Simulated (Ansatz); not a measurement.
# SiGeH2+ (quartet): wave-function methods side by side, cc-pVTZ

One table from this session's results is given with a row withheld; the runs are named, their logs left out.

Program: Ansatz 0.2.0, Gaussian basis. Level of theory: cc-pVTZ, core rule «outside noble gas», up to 19 orbitals frozen. These are calculated values, not measurements.

Plan: UHF; CCSD(T) on ROHF; CCSD(T) on UHF; BCCD(T) on ROHF; CCSDT(Q) on ROHF; CCSDT(Q) on UHF; CASSCF and MRCISD+Q, 9 electrons in 10 orbitals; CASSCF and NEVPT2, 9 electrons in 10 orbitals.

6 further runs of the same task are left out: 6 set aside as unsound or not needed.

**What is computed**

The geometry is a PBE0/def2-TZVP stationary point (not a proven minimum) of the parent state, kept for this charge and spin. No spin-orbit coupling is included. The filled d shell of Ge may be among the frozen orbitals whatever the setting's name suggests; the logs give the count.

4 atoms, charge 1, spin multiplicity 4.

Atoms are counted from 1 here; the program's logs count them from 0.

Bond lengths: Si1–Ge2 2.341 Å, Si1–H3 1.514 Å, Ge2–H4 1.581 Å. Angles: Ge2–Si1–H3 106.8°, Si1–Ge2–H4 101.4°.

The first run:

in.yaml

```yaml
crystal:
  periodic: [false, false, false]
  atoms:
    - {symbol: Si, position_ang: [0.000000, -0.139453, 1.671406]}
    - {symbol: Ge, position_ang: [0.000000, 0.056604, -0.661833]}
    - {symbol: H, position_ang: [0.000000, 1.267918, 2.228287]}
    - {symbol: H, position_ang: [0.000000, -1.461483, -1.103914]}
basis:
  gaussian: {orbitals: cc-pVTZ}
total_charge: 1
magnetization: {spin_polarized: true, initial_magnetization: 3}
hamiltonian: {xc: hf}
output: {orbitals: {seedname: orbitals}}
```

Started as:

```sh
$ ansatz run in.yaml --threads 1 --pin off --events-out ev --progress --plain --max-ram 4096MiB --backend cpu
```

Steps of the session up to this table: UHF; CCSD(T) on ROHF; CCSD(T) on UHF; BCCD(T) on ROHF; CCSDT(Q) on ROHF; CCSDT(Q) on UHF; CASSCF and MRCISD+Q, 9 electrons in 10 orbitals; CASSCF and NEVPT2, 9 electrons in 10 orbitals.

One of the session's tables, all rows but one given; the rest of the session is left out.

```
          method  from UCCSDT(Q) (kcal/mol)
            ROHF                    +121.44
             UHF                          ?
            RMP2                     +26.93
            UMP2                     +27.02
           RCCSD                      +6.70
           UCCSD                      +6.41
        RCCSD(T)                      +1.67
        UCCSD(T)                      +1.44
         BCCD(T)                      +1.66
          RCCSDT                      +0.55
          UCCSDT                      +0.29
       RCCSDT(Q)                      +0.27
       UCCSDT(Q)                          0
  CASSCF valence                     +80.51
  NEVPT2 valence                     +22.10
  MRCISD valence                      +6.68
MRCISD+Q valence                      +1.44
```

Q: Estimate the row for UHF from the others.

As computed: from UCCSDT(Q) (kcal/mol): +119.31. In the column «from UCCSDT(Q) (kcal/mol)» it lies between CASSCF valence (+80.51) and ROHF (+121.44).

Caveats from the session: Restricted and unrestricted rows rest on different reference determinants; where their highest levels disagree by more than a few hundredths of an eV, they describe different states and don't form one ladder.
